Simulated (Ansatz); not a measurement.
# KSrCl3: how the settings move a single-point run

How sensitive is a single-point run of KSrCl3 to its settings? A reference run comes first, then five runs with altered input. The cell is built on a prototype (cubic perovskite) and needn't be the phase found in nature.

Computed with Ansatz 0.2.0 (reference: DFT, r2SCAN, plane waves, PAW, unless a step's input says otherwise).

### 1 The system as given

It takes space group Pm-3m (No. 221, cubic). The conventional cell has a = 5.636 Å, b = 5.636 Å, c = 5.636 Å, α = 90.00°, β = 90.00°, γ = 90.00°. K (site symmetry m-3m) is surrounded by 12 Cl at 3.99 Å. Sr (site symmetry m-3m) has 6 Cl at 2.82 Å as nearest neighbours. Cl (site symmetry 4/mmm) is surrounded by 2 Sr at 2.82 Å and 4 K at 3.99 Å.

Structure file:

```cif
data_structure
_symmetry_space_group_name_H-M 'P 1'
_symmetry_Int_Tables_number 1
_cell_length_a 5.6362
_cell_length_b 5.6362
_cell_length_c 5.6362
_cell_angle_alpha 90.000
_cell_angle_beta 90.000
_cell_angle_gamma 90.000
_cell_volume 179.04
loop_
_atom_site_label
_atom_site_type_symbol
_atom_site_fract_x
_atom_site_fract_y
_atom_site_fract_z
_atom_site_occupancy
K1 K 0.00000 0.00000 0.00000 1
Sr1 Sr 0.50000 0.50000 0.50000 1
Cl1 Cl 0.50000 0.50000 0.00000 1
Cl2 Cl 0.50000 0.00000 0.50000 1
Cl3 Cl 0.00000 0.50000 0.50000 1
```

### 2 Reference

File input.yaml:

```yaml
crystal:
  lattice:
    - [5.6362001317, 0.0, 0.0]
    - [0.0, 5.6362001317, 0.0]
    - [0.0, 0.0, 5.6362001317]
  atoms:
    - { symbol: K, position: [0.0, 0.0, 0.0] }
    - { symbol: Sr, position: [0.5, 0.5, 0.5] }
    - { symbol: Cl, position: [0.5, 0.5, 0.0] }
    - { symbol: Cl, position: [0.5, 0.0, 0.5] }
    - { symbol: Cl, position: [0.0, 0.5, 0.5] }
kpoints:
  mp_grid: { grid: [4, 4, 4] }
hamiltonian:
  xc: r2scan
scf:
  occupations: { method: fixed }
  n_extra_bands: 5
output:
  forces: true
  stress: true
  eigenvalues: true
```

Started as:

```console
$ ansatz run input.yaml --threads 4 --pin off --max-ram 4608MiB --backend cpu --events-out ev --progress --plain --runs-dir out
```

### 3 Variant: occupations.method fermi_dirac, occupations.width 0.5

Changes to input.yaml since step 2:

```diff
@@ -16,3 +16,3 @@
 scf:
-  occupations: { method: fixed }
+  occupations: { method: fermi_dirac, width: 0.5 }
   n_extra_bands: 5
```

### 4 The same system, input altered

Changes to input.yaml since step 2:

```diff
@@ -18,2 +18,4 @@
   n_extra_bands: 5
+  mixing: { beta: 1.0 }
+  max_iter: 88
 output:
```

### 6 Changed: xc mr2scan

Changes to input.yaml since step 2:

```diff
@@ -14,3 +14,3 @@
 hamiltonian:
-  xc: r2scan
+  xc: mr2scan
 scf:
```

### 7 Variant: occupations.method gaussian, occupations.width 0.2

Changes to input.yaml since step 2:

```diff
@@ -16,3 +16,3 @@
 scf:
-  occupations: { method: fixed }
+  occupations: { method: gaussian, width: 0.2 }
   n_extra_bands: 5
```

### 8 Variant: xc lda

Changes to input.yaml since step 2:

```diff
@@ -14,3 +14,3 @@
 hamiltonian:
-  xc: r2scan
+  xc: lda
 scf:
```

(Steps that only read results are left out.)

**Question.** What will these runs give? Wanted: for each run, ending; energy change; pressure; gap; force.

**Answer**, as computed:

| run | ending | energy change | pressure (GPa) | gap (eV) | force (eV/Å) | cycles | time |
| --- | --- | --- | --- | --- | --- | --- | --- |
| reference | converged | 0 | 0.0 | 5.19 | 0.00 | 6 | 4.5 s |
| 1: occupations.method fermi_dirac, occupations.width 0.5 | converged | +3.7 meV/atom (σ→0) | 0.0 | 5.19 | 0.00 | 6 | 4.6 s |
| 2: mixing.beta 1.0 | converged | 0.0 meV/atom | 0.0 | 5.19 | 0.00 | 6 | 4.5 s |
| 3: xc mr2scan | converged | not comparable | 0.0 | 5.19 | 0.00 | 6 | 4.5 s |
| 4: occupations.method gaussian, occupations.width 0.2 | converged | 0.0 meV/atom (σ→0) | 0.0 | 5.19 | 0.00 | 6 | 4.5 s |
| 5: xc lda | converged | not comparable | -1.8 | 4.11 | 0.00 | 6 | 1.6 s |

Residual by cycle in the longest SCF loop of each run; runs are numbered as in the table. The quantity is the density residual dr2, in eV.

```
cycle  reference    run 1    run 2    run 3    run 4    run 5
    1     0.0122    0.012   0.0122   0.0122    0.012   0.0526
    2    0.00305  0.00301  0.00131  0.00305  0.00308  0.00825
    3     7.4e-5   7.0e-5   1.1e-4   7.4e-5   6.7e-5   5.5e-4
    4     2.5e-6   2.9e-6   4.6e-6   2.5e-6   2.8e-6   1.2e-5
    5     1.9e-7   4.9e-7   3.3e-7   1.9e-7   4.3e-7   4.5e-7
    6     1.5e-8   1.6e-8   1.0e-8   1.5e-8   1.7e-8   3.4e-8
```

What this shows: Of the variants the dearest is «occupations.method fermi_dirac, occupations.width 0.5» (4.6 s), the cheapest «xc lda» (1.6 s), on a shared host.
